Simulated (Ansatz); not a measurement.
NbSi:

```
Nb Si
1.0
     0.00000    2.57383    2.57383
     2.57383    0.00000    2.57383
     2.57383    2.57383    0.00000
Nb Si
1 1
Direct
  0.00000 0.00000 0.00000
  0.50000 0.50000 0.50000
```

The cell was built by a generator and needn't be a form met in nature.

Base run:

```yaml
Program: Ansatz 0.2.0
Functional: LDA
Potentials_or_basis: Ansatz PAW
Cutoff: "420 eV (not typed: the program's choice for these potentials)"
k_mesh: 9 × 9 × 9
Occupations: fermi-dirac, width 0.05 eV
Spin: no spin polarisation
Hubbard_terms: Nb d U = 5 eV
```

Its results: band gap on the k mesh none (metal or under the smearing width); pressure -4.9 GPa.

**Question.** The run is repeated on the same cell with these changes: hubbard terms from Nb d U = 5 eV to Nb d U = 4 eV. What comes out?

**Answer.** Band gap on the k mesh none (metal or under the smearing width); pressure -5.6 GPa.

Caveats: U without spin polarisation on a metal has little footing; the PAW data sets come from PBE, with cores solved anew for the run's functional, which leaves a small shift of forces and pressure; the U is typed as a test and isn't derived for this compound; the density of states is complete only up to the lowest level of the last band computed.
